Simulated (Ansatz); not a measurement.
# CH5BF2Si: two geometries relaxed

Aim: relax the geometries before and after the rotation by 120° about the B2–Si3 bond, and see whether they are two minima and how far apart in energy. SMILES of the start: CB[SiH](F)F.

Method: RKS PBE/6-31G*, in Ansatz 0.2.0.

## 1. The system as given

Bond lengths: C1–B2 1.547 Å, B2–Si3 1.935 Å, Si3–F4 1.686 Å, Si3–F5 1.665 Å, C1–H6 1.187 Å, C1–H7 1.084 Å, C1–H8 1.076 Å, B2–H9 1.221 Å, Si3–H10 1.516 Å. Angles (14 of 15 angles, heavy atoms first): C1–B2–Si3 120.0°, B2–Si3–F4 111.6°, B2–Si3–F5 111.1°, F4–Si3–F5 110.7°, C1–B2–H9 119.5°, Si3–B2–H9 120.5°, B2–C1–H6 107.9°, B2–C1–H7 111.8°, B2–C1–H8 110.6°, B2–Si3–H10 107.7°, F4–Si3–H10 106.3°, F5–Si3–H10 109.3°, H6–C1–H7 107.4°, H6–C1–H8 105.9°.

Structure file:

```xyz
10

C    -1.3133   -0.6414    0.4135
B     0.1277   -0.1695    0.7207
Si    1.2051    0.6217   -0.6790
F     1.4674   -0.4578   -1.9469
F     0.5184    2.0323   -1.2377
H    -1.9415    0.3063    0.0709
H    -1.3375   -1.3575   -0.3997
H    -1.7911   -1.0058    1.3062
H     0.5787   -0.3072    1.8474
H     2.5692    0.9278   -0.0925
```

## 2. Relaxing end A

Input file input.yaml:

```yaml
crystal:
  periodic: [false, false, false]
  atoms:
    - { symbol: C, position_ang: [-1.3133, -0.6414, 0.4135] }
    - { symbol: B, position_ang: [0.1277, -0.1695, 0.7207] }
    - { symbol: Si, position_ang: [1.2051, 0.6217, -0.679] }
    - { symbol: F, position_ang: [1.4674, -0.4578, -1.9469] }
    - { symbol: F, position_ang: [0.5184, 2.0323, -1.2377] }
    - { symbol: H, position_ang: [-1.9415, 0.3063, 0.0709] }
    - { symbol: H, position_ang: [-1.3375, -1.3575, -0.3997] }
    - { symbol: H, position_ang: [-1.7911, -1.0058, 1.3062] }
    - { symbol: H, position_ang: [0.5787, -0.3072, 1.8474] }
    - { symbol: H, position_ang: [2.5692, 0.9278, -0.0925] }
basis:
  gaussian: { orbitals: "6-31G*" }
hamiltonian:
  xc: pbe
relax:
  f_tol: 0.015
  max_steps: 40
```

The run is started by

```console
$ ansatz run input.yaml --threads 1 --pin off --max-ram 2048MiB --backend cpu --events-out ev --progress --plain --runs-dir out
```

Standard output (excerpt; [...] marks lines left out):

```text
Warning: RAYON_NUM_THREADS=1 ignored (pool sized by the plan → 1); use --threads N
[...]
Functional definition: PBE
[...]
990 factors; their error is unknown
[...]
mean field -15095.60719205 eV, -554.7533321376 hartree, gradient 6.9e-5 eV, S^2 0.000000; 0 other end points of the search recorded, 0 dependent functions left out
[...]
reference -15095.60722642 eV, -554.7533334008 hartree; 24, 24 occupied and 65, 65 virtual orbitals, 990 factors
relax step   1: F+E_penalty+E_count = -15095.60719205 eV  Δ(F+E_penalty+E_count) = +0.000e0 eV  max|allowed force component| = 2.223e0 eV/Å  Δτ_max = 0.0000 Å  (28 SCF iters, accepted)
[...]
relax step   5: F+E_penalty+E_count = -15095.97853016 eV  Δ(F+E_penalty+E_count) = -7.803e-4 eV  max|allowed force component| = 4.413e-2 eV/Å  Δτ_max = 0.0157 Å  (30 SCF iters, accepted)
[...]
relax step   9: F+E_penalty+E_count = -15095.98385532 eV  Δ(F+E_penalty+E_count) = -2.853e-3 eV  max|allowed force component| = 1.397e-1 eV/Å  Δτ_max = 0.0299 Å  (30 SCF iters, accepted)
[...]
relax step  13: F+E_penalty+E_count = -15095.99491953 eV  Δ(F+E_penalty+E_count) = +3.315e-4 eV  max|allowed force component| = 2.416e-1 eV/Å  Δτ_max = 0.1962 Å  (26 SCF iters, rejected (line search))
[...]
relax step  15: F+E_penalty+E_count = -15095.99653242 eV  Δ(F+E_penalty+E_count) = -1.281e-3 eV  max|allowed force component| = 1.867e-2 eV/Å  Δτ_max = 0.0387 Å  (29 SCF iters, accepted)
[...]
relax step  16: F+E_penalty+E_count = -15095.99722983 eV  Δ(F+E_penalty+E_count) = -6.974e-4 eV  max|allowed force component| = 1.434e-1 eV/Å  Δτ_max = 0.0972 Å  (30 SCF iters, accepted)
[...]
990 factors; their error is unknown
[...]
mean field -15095.99733270 eV, -554.7676695423 hartree, gradient 1.4e-5 eV, S^2 0.000000; 0 other end points of the search recorded, 0 dependent functions left out
[...]
```

## 3. The log goes on: end point A relaxed

The log, continued (excerpt; [...] marks lines left out):

```text
reference -15095.99736751 eV, -554.7676708213 hartree; 24, 24 occupied and 65, 65 virtual orbitals, 990 factors
relax step  17: F+E_penalty+E_count = -15095.99733270 eV  Δ(F+E_penalty+E_count) = -1.029e-4 eV  max|allowed force component| = 2.362e-1 eV/Å  Δτ_max = 0.1087 Å  (29 SCF iters, accepted)
[...]
relax step  20: F+E_penalty+E_count = -15096.00161033 eV  Δ(F+E_penalty+E_count) = -3.966e-4 eV  max|allowed force component| = 5.303e-2 eV/Å  Δτ_max = 0.0261 Å  (31 SCF iters, accepted)
[...]
relax step  23: F+E_penalty+E_count = -15096.00303615 eV  Δ(F+E_penalty+E_count) = -5.001e-4 eV  max|allowed force component| = 3.028e-2 eV/Å  Δτ_max = 0.0433 Å  (30 SCF iters, accepted)
[...]
relax step  26: F+E_penalty+E_count = -15096.00330848 eV  Δ(F+E_penalty+E_count) = -5.973e-5 eV  max|allowed force component| = 3.118e-2 eV/Å  Δτ_max = 0.0020 Å  (22 SCF iters, accepted)
[...]
Atom 0 at    -1.262342    -0.829243     0.438429 Å, force     0.001860     0.002052    -0.001013 eV/Å
Atom 1 at    -0.038479     0.083715     0.739768 Å, force    -0.001042     0.000086     0.000777 eV/Å
Atom 2 at     1.294924     0.639567    -0.683073 Å, force     0.001261     0.005826    -0.003351 eV/Å
Atom 3 at     0.970574    -0.109802    -2.091152 Å, force     0.001086     0.002804     0.003833 eV/Å
Atom 4 at     1.171206     2.238352    -0.963700 Å, force     0.000695    -0.010070     0.001095 eV/Å
Atom 5 at    -2.077088    -0.086473     0.255917 Å, force     0.000042    -0.000552     0.000810 eV/Å
Atom 6 at    -1.200560    -1.439193    -0.477106 Å, force     0.000027    -0.000118     0.000411 eV/Å
Atom 7 at    -1.615325    -1.436608     1.289416 Å, force     0.000158     0.000325     0.000142 eV/Å
Atom 8 at     0.104735     0.537922     1.851610 Å, force    -0.000597    -0.001188    -0.001700 eV/Å
Atom 9 at     2.735454     0.350663    -0.357210 Å, force    -0.003490     0.000834    -0.001003 eV/Å
Dipole moment:    -0.225872    -0.248493     0.327950 e Å
```

Run time: 86 s. Hardware: 1 thread of Intel Xeon at 2.70GHz, shared host; peak memory 0.16 GiB.

Relaxation path:

```csv
step,energy from step 1 (eV),largest force component (eV/Å)
1,0.0000,2.2231
2,-0.3095,1.2691
3,-0.3638,0.4653
4,-0.3706,0.0954
5,-0.3713,0.0441
6,-0.3724,0.0305
7,-0.3735,0.0790
8,-0.3738,0.1680
9,-0.3767,0.1397
10,-0.3785,0.3137
11,-0.3848,0.1345
12,-0.3881,0.0393
13x,-0.3877,0.2416
14x,-0.3878,0.0796
15,-0.3893,0.0187
16,-0.3900,0.1434
17,-0.3901,0.2362
18,-0.3928,0.1166
19,-0.3940,0.0967
20,-0.3944,0.0530
21,-0.3953,0.0419
22x,-0.3953,0.1263
23,-0.3958,0.0303
24,-0.3959,0.0341
25,-0.3961,0.0376
26,-0.3961,0.0312
27,-0.3962,0.0047
28,-0.3962,0.0034
29,-0.3962,0.0101
```

Step 1 is the start. 3 steps were tried and not accepted (marked x).

After: Bond lengths: C1–B2 1.556 Å, B2–Si3 2.028 Å, Si3–F4 1.628 Å, Si3–F5 1.628 Å, C1–H6 1.118 Å, C1–H7 1.102 Å, C1–H8 1.103 Å, B2–H9 1.210 Å, Si3–H10 1.505 Å. Angles (14 of 15 angles, heavy atoms first): C1–B2–Si3 122.8°, B2–Si3–F4 110.5°, B2–Si3–F5 109.9°, F4–Si3–F5 106.7°, C1–B2–H9 119.4°, Si3–B2–H9 117.7°, B2–C1–H6 102.4°, B2–C1–H7 116.2°, B2–C1–H8 115.2°, B2–Si3–H10 115.1°, F4–Si3–H10 106.8°, F5–Si3–H10 107.4°, H6–C1–H7 105.8°, H6–C1–H8 105.0°.

## 4. Relaxing end B

The second end starts from a geometry with the move made by hand.

Changes to input.yaml since step 2:

```diff
@@ -6,4 +6,4 @@
     - { symbol: Si, position_ang: [1.2051, 0.6217, -0.679] }
-    - { symbol: F, position_ang: [1.4674, -0.4578, -1.9469] }
-    - { symbol: F, position_ang: [0.5184, 2.0323, -1.2377] }
+    - { symbol: F, position_ang: [0.46807, 1.98961, -1.33269] }
+    - { symbol: F, position_ang: [2.73381, 0.98278, -0.12568] }
     - { symbol: H, position_ang: [-1.9415, 0.3063, 0.0709] }
@@ -12,3 +12,3 @@
     - { symbol: H, position_ang: [0.5787, -0.3072, 1.8474] }
-    - { symbol: H, position_ang: [2.5692, 0.9278, -0.0925] }
+    - { symbol: H, position_ang: [1.30677, -0.38616, -1.80697] }
 basis:
```

The run is started by

```console
$ ansatz run input.yaml --threads 1 --pin off --max-ram 2048MiB --backend cpu --events-out ev --progress --plain --runs-dir out
```

Standard output (excerpt; [...] marks lines left out):

```text
Warning: RAYON_NUM_THREADS=1 ignored (pool sized by the plan → 1); use --threads N
[...]
Functional definition: PBE
[...]
990 factors; their error is unknown
[...]
mean field -15095.64694495 eV, -554.7547930298 hartree, gradient 1.2e-5 eV, S^2 0.000000; 0 other end points of the search recorded, 0 dependent functions left out
[...]
reference -15095.64697923 eV, -554.7547942898 hartree; 24, 24 occupied and 65, 65 virtual orbitals, 990 factors
relax step   1: F+E_penalty+E_count = -15095.64694495 eV  Δ(F+E_penalty+E_count) = +0.000e0 eV  max|allowed force component| = 2.258e0 eV/Å  Δτ_max = 0.0000 Å  (28 SCF iters, accepted)
[...]
relax step   8: F+E_penalty+E_count = -15095.97683870 eV  Δ(F+E_penalty+E_count) = -3.167e-3 eV  max|allowed force component| = 2.028e-1 eV/Å  Δτ_max = 0.0975 Å  (28 SCF iters, accepted)
[...]
relax step  15: F+E_penalty+E_count = -15095.98481608 eV  Δ(F+E_penalty+E_count) = -3.344e-4 eV  max|allowed force component| = 2.414e-2 eV/Å  Δτ_max = 0.0295 Å  (29 SCF iters, accepted)
[...]
relax step  22: F+E_penalty+E_count = -15095.98930873 eV  Δ(F+E_penalty+E_count) = -1.870e-3 eV  max|allowed force component| = 7.575e-2 eV/Å  Δτ_max = 0.0396 Å  (30 SCF iters, accepted)
[...]
relax step  28: F+E_penalty+E_count = -15095.99855238 eV  Δ(F+E_penalty+E_count) = -1.913e-3 eV  max|allowed force component| = 7.787e-2 eV/Å  Δτ_max = 0.0978 Å  (30 SCF iters, accepted)
relax step  29: F+E_penalty+E_count = -15095.99838944 eV  Δ(F+E_penalty+E_count) = +1.629e-4 eV  max|allowed force component| = 2.212e-1 eV/Å  Δτ_max = 0.1257 Å  (27 SCF iters, rejected (line search))
```

## 5. More of the same log: end point B relaxed

The log, continued (excerpt; [...] marks lines left out):

```text
relax step  30: F+E_penalty+E_count = -15095.99740087 eV  Δ(F+E_penalty+E_count) = +1.152e-3 eV  max|allowed force component| = 1.733e-1 eV/Å  Δτ_max = 0.0623 Å  (29 SCF iters, rejected (line search))
[...]
relax step  32: F+E_penalty+E_count = -15096.00108860 eV  Δ(F+E_penalty+E_count) = -1.458e-3 eV  max|allowed force component| = 3.067e-2 eV/Å  Δτ_max = 0.0729 Å  (30 SCF iters, accepted)
[...]
relax step  34: F+E_penalty+E_count = -15096.00205960 eV  Δ(F+E_penalty+E_count) = -7.164e-4 eV  max|allowed force component| = 4.343e-2 eV/Å  Δτ_max = 0.0033 Å  (23 SCF iters, accepted)
[...]
relax step  36: F+E_penalty+E_count = -15096.00305129 eV  Δ(F+E_penalty+E_count) = -4.613e-4 eV  max|allowed force component| = 3.321e-2 eV/Å  Δτ_max = 0.0743 Å  (29 SCF iters, accepted)
[...]
Atom 0 at    -1.427041    -0.434548     0.500463 Å, force     0.005072    -0.003365     0.005748 eV/Å
Atom 1 at     0.125608    -0.406239     0.609940 Å, force    -0.009668     0.007363     0.000281 eV/Å
Atom 2 at     1.312261     0.478434    -0.775828 Å, force     0.003243     0.008648    -0.001527 eV/Å
Atom 3 at     0.420307     1.035447    -2.018253 Å, force     0.003293    -0.004271     0.003699 eV/Å
Atom 4 at     2.063675     1.767818    -0.125618 Å, force    -0.004524    -0.009973    -0.002595 eV/Å
Atom 5 at    -1.730681     0.439216     1.127480 Å, force     0.002302    -0.003132    -0.004790 eV/Å
Atom 6 at    -1.849270    -0.251141    -0.500571 Å, force     0.002381     0.000725     0.001864 eV/Å
Atom 7 at    -1.911589    -1.305542     0.974668 Å, force     0.000172     0.002966    -0.001467 eV/Å
Atom 8 at     0.659467    -0.879289     1.586692 Å, force     0.000454    -0.002344    -0.001902 eV/Å
Atom 9 at     2.374013    -0.411325    -1.364313 Å, force    -0.002724     0.003383     0.000689 eV/Å
Dipole moment:    -0.275208    -0.315012     0.220495 e Å
```

Wall time 1.9 min (1 thread of Intel Xeon at 2.70GHz, shared host); peak memory 0.16 GiB.

Step by step, one in 2:

```csv
step,energy from step 1 (eV),largest force component (eV/Å)
1,0.0000,2.2577
3,-0.3148,0.4349
5,-0.3241,0.0712
7,-0.3267,0.0705
9,-0.3321,0.1467
11x,-0.3329,0.2476
13,-0.3372,0.0706
15,-0.3379,0.0241
17,-0.3387,0.0589
19,-0.3393,0.0378
21x,-0.3402,0.2145
23,-0.3442,0.0911
25,-0.3472,0.1157
27,-0.3497,0.0312
29x,-0.3514,0.2212
31,-0.3527,0.0529
33,-0.3544,0.0805
35,-0.3556,0.0255
37x,-0.3558,0.0961
39,-0.3564,0.0208
40,-0.3565,0.0100
```

Step 1 is the start. 8 steps were tried and not accepted (marked x).

After: Bond lengths: C1–B2 1.557 Å, B2–Si3 2.028 Å, Si3–F4 1.628 Å, Si3–F5 1.628 Å, C1–H6 1.118 Å, C1–H7 1.102 Å, C1–H8 1.104 Å, B2–H9 1.209 Å, Si3–H10 1.505 Å. Angles (14 of 15 angles, heavy atoms first): C1–B2–Si3 122.9°, B2–Si3–F4 110.5°, B2–Si3–F5 110.0°, F4–Si3–F5 106.7°, C1–B2–H9 119.3°, Si3–B2–H9 117.7°, B2–C1–H6 102.6°, B2–C1–H7 116.3°, B2–C1–H8 115.0°, B2–Si3–H10 115.0°, F4–Si3–H10 106.9°, F5–Si3–H10 107.4°, H6–C1–H7 106.0°, H6–C1–H8 104.9°.

## 6. Results

```
                           quantity                     value
                              end A  25 moves, 0.396 eV lower
                              end B  31 moves, 0.356 eV lower
largest difference between the ends                    0.02 Å
            end B relative to end A                 +0.000 eV
```

What this shows: Both starts fell into the same minimum (no atom differs by more than 0.02 Å), so from this start no second minimum was found and no band was run; another arrangement could still be one.
